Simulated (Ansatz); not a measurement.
# HfGe3: the cost of one run

Method: DFT PBE, scalar-relativistic, plane waves, PAW, in Ansatz 0.2.0.

## 1. Starting point

It takes space group Pm-3m (No. 221, cubic). Conventional cell: a = 5.199 Å, b = 5.199 Å, c = 5.199 Å, α = 90.00°, β = 90.00°, γ = 90.00°. Hf (site symmetry m-3m) has 6 Ge at 2.60 Å in its first shell of neighbours. Ge (site symmetry 4/mmm) is surrounded by 2 Hf at 2.60 Å.

Structure file:

```cif
data_structure
_symmetry_space_group_name_H-M 'Pm-3m'
_symmetry_Int_Tables_number 221
_cell_length_a 5.1985
_cell_length_b 5.1985
_cell_length_c 5.1985
_cell_angle_alpha 90.000
_cell_angle_beta 90.000
_cell_angle_gamma 90.000
_cell_volume 140.49
loop_
_atom_site_label
_atom_site_type_symbol
_atom_site_symmetry_multiplicity
_atom_site_Wyckoff_symbol
_atom_site_fract_x
_atom_site_fract_y
_atom_site_fract_z
_atom_site_occupancy
Hf1 Hf 1 a 0.00000 0.00000 0.00000 1
Ge1 Ge 3 d 0.50000 0.00000 0.00000 1
```

It is the end of an earlier relaxation with the same method, from a generated guess; it needn't be the stable form of this composition. At a tolerance of 0.05 Å it has space group Pm-3m (No. 221); it has 35.12 Å³/atom, an uncorrected energy of +0.58 eV/atom over the elements.

## 2. Static run: bands, density of states and charges

The input, input.yaml:

```yaml
crystal:
  lattice:
    - [5.1985126702, 0.0, 0.0]
    - [0.0, 5.1985126702, 0.0]
    - [0.0, 0.0, 5.1985126702]
  atoms:
    - { symbol: Hf, position: [0.0, 0.0, 0.0] }
    - { symbol: Ge, position: [0.5, 0.0, 0.0] }
    - { symbol: Ge, position: [0.0, 0.5, 0.0] }
    - { symbol: Ge, position: [0.0, 0.0, 0.5] }
basis:
  ecutwfc: 420
kpoints:
  mp_grid: { grid: [10, 10, 10] }
  band_path:
    path:
      - [[0.0, 0.0, 0.0], [0.0, 0.5, 0.0], [0.5, 0.5, 0.0], [0.0, 0.0, 0.0], [0.5, 0.5, 0.5], [0.0, 0.5, 0.0]]
      - [[0.5, 0.5, 0.5], [0.5, 0.5, 0.0]]
    npoints: 14
hamiltonian:
  xc: pbe
scf:
  occupations: { method: gaussian, width: 0.1 }
  n_extra_bands: 10
output:
  forces: true
  stress: true
  eigenvalues: true
  populations: true
  dos: { projected: true, de: 0.02, nscf_kmesh: { grid: [12, 12, 12] } }
  bader: true
  write_density: true
  write_potential: true
  elf: true
  volumetric_format: npy
```

The run is started by

```console
$ ansatz run input.yaml --threads 1 --pin off --max-ram 2560MiB --backend cpu --events-out ev --progress --plain --runs-dir out
```

Q: Estimate wall time and peak memory on 1 thread of Intel Xeon at 2.50GHz (Skylake/Cascade Lake), shared host.

About 3.2 min, with a peak of 0.65 GiB.
